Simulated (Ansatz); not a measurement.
# Ag (Ag, diamond): the cost of one run

Computed with Ansatz 0.2.0 (DFT BLYP, plane waves (420 eV) with PAW, scalar-relativistic; PAW files made under PBE, frozen cores solved again for the functional, unless a step says otherwise).

## Step 1: The system as given

Symmetry: Fd-3m, No. 227, cubic system. The conventional cell has a = 5.690 Å, b = 5.690 Å, c = 5.690 Å, α = 90.00°, β = 90.00°, γ = 90.00°. Ag (site symmetry -43m) is surrounded by 4 Ag at 2.46 Å.

Coordinates:

```xyz
2
Lattice="0.0000 2.8450 2.8450 2.8450 0.0000 2.8450 2.8450 2.8450 0.0000" Properties=species:S:1:pos:R:3 pbc="T T T"
Ag    0.7112    0.7112    0.7112
Ag    4.9787    4.9787    4.9787
```

## Step 2: Geometry optimisation

File input.yaml:

```yaml
crystal:
  lattice:
    - [0.0, 2.8449690438, 2.8449690438]
    - [2.8449690438, 0.0, 2.8449690438]
    - [2.8449690438, 2.8449690438, 0.0]
  atoms:
    - { symbol: Ag, position: [0.125, 0.125, 0.125] }
    - { symbol: Ag, position: [0.875, 0.875, 0.875] }
hamiltonian:
  xc: blyp
  pseudopotentials:
    kind: paw
    azcp:
      Ag: "pseudopotentials/Ag.paw.azcp"
basis:
  ecutwfc: 420
  fft_grid_basis: typed
kpoints:
  mp_grid: { grid: [10, 10, 10], shift: [0, 0, 0] }
magnetization:
  spin_polarized: false
scf:
  occupations: { method: fermi_dirac, width: 0.1 }
relax:
  max_steps: 60
  f_tol: 0.01
  cell: {}
output:
  write_density: true
  write_potential: true
  elf: true
  volumetric_format: npy
```

Command:

```
> ansatz run input.yaml --threads 2 --pin off --max-ram 5120MiB --backend cpu --events-out ev --progress --plain --runs-dir out
```

What time and memory should one allow on 2 threads of Arm Neoverse V2, shared host?

About 10 s, with a peak of 0.37 GiB.
